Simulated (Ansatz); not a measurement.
# SnS: vertical ionisation energy

Aim: the vertical ionisation energy of SnS, as cation minus neutral at the neutral's geometry, on several levels, and how well −ε(HOMO) stands in for it.

The runs use Ansatz 0.2.0, Gaussian basis; unrestricted cation, the program's frozen cores in correlated methods.

The runs, in order: UKS PBE-D4/def2-TZVPP; UKS r2SCAN-D4/def2-TZVPP; UKS PBE0-D4/def2-TZVPP; UKS B3LYP-D4/def2-TZVPP; UKS wB97X-V/def2-TZVPP; UKS wB97M-V/def2-TZVPP; UKS B2PLYP/def2-TZVPP; UHF-CCSD(T)/def2-TZVPP; UHF-CCSD(T)/def2-QZVPP; extrapolation to the limit; then −ε(HOMO) from the neutral's earlier runs with LDA (SPW92), PBE-D4, revPBE-D4, BLYP-D4, r2SCAN-D4, B97M-V, PBE0-D4, B3LYP-D4, r2SCANh-D4, r2SCAN0-D4, HSE06-D4, BHLYP-D4, CAM-B3LYP-D4, LC-ωPBE, ωB97X-V, ωB97M-V.

## 1. The geometry

The geometry comes from an earlier relaxation with PBE0-D4 in a triple-zeta def2 set; it is a stationary point. Sn takes the def2 core potential; no spin-orbit term is included.

SMILES `[S][Sn]`, 2 atoms, charge 0, spin multiplicity 1.

Atoms are counted from 1 here; the program's logs count them from 0.

Bond lengths: S1–Sn2 2.203 Å.

## 2. Cation, UKS PBE-D4/def2-TZVPP

The input, in.yaml:

```yaml
crystal:
  periodic: [false, false, false]
  atoms:
    - {symbol: S, position_ang: [-0.000000, 0.000000, 0.002789]}
    - {symbol: Sn, position_ang: [0.000000, -0.000000, 2.206237]}
basis:
  gaussian: {orbitals: def2-TZVPP}
total_charge: 1
magnetization: {spin_polarized: true, initial_magnetization: 1}
hamiltonian: {xc: pbe, dispersion: d4}
```

Command:

```sh
$ ansatz run in.yaml --threads 2 --pin off --events-out ev --progress --plain --max-ram 32768MiB --backend cpu
```

Further steps of the session: Cation, UKS r2SCAN-D4/def2-TZVPP; Cation, UKS PBE0-D4/def2-TZVPP; Cation, UKS B3LYP-D4/def2-TZVPP; Cation, UKS wB97X-V/def2-TZVPP; Cation, UKS wB97M-V/def2-TZVPP; Cation, UKS B2PLYP (frozen core)/def2-TZVPP; Cation, UHF-CCSD(T)/def2-TZVPP; Cation, UHF-CCSD(T)/def2-QZVPP.

Q: Predict the results of all the runs planned. Wanted: ionisation energy, CCSD(T)/CBS; nearest functional by difference; nearest −ε(HOMO); −ε(HOMO) of PBE; T1 of the cation.

The runs gave:

| quantity | value |
| --- | --- |
| ionisation energy, CCSD(T)/CBS | 9.58 eV |
| nearest functional by difference | PBE-D4 (-0.11 eV) |
| nearest −ε(HOMO) | ωB97X-V (-0.12 eV) |
| −ε(HOMO) of PBE | 6.34 eV |
| T1 of the cation | 0.017 |

In words: By cation minus neutral, the functionals miss by 0.32 eV at most. The PBE orbital energy is 3.2 eV too small: a semilocal HOMO is no ionisation energy. Among orbital estimates ωB97X-V comes nearest. Hartree-Fock falls 1.59 eV short, as the neutral has more correlation energy than the cation. Correlated methods include outer-core shells of Sn, which these sets cover unevenly. With outer-core shells in play the reference is unsure by up to some tenths of an eV, so close misses can't be ranked.
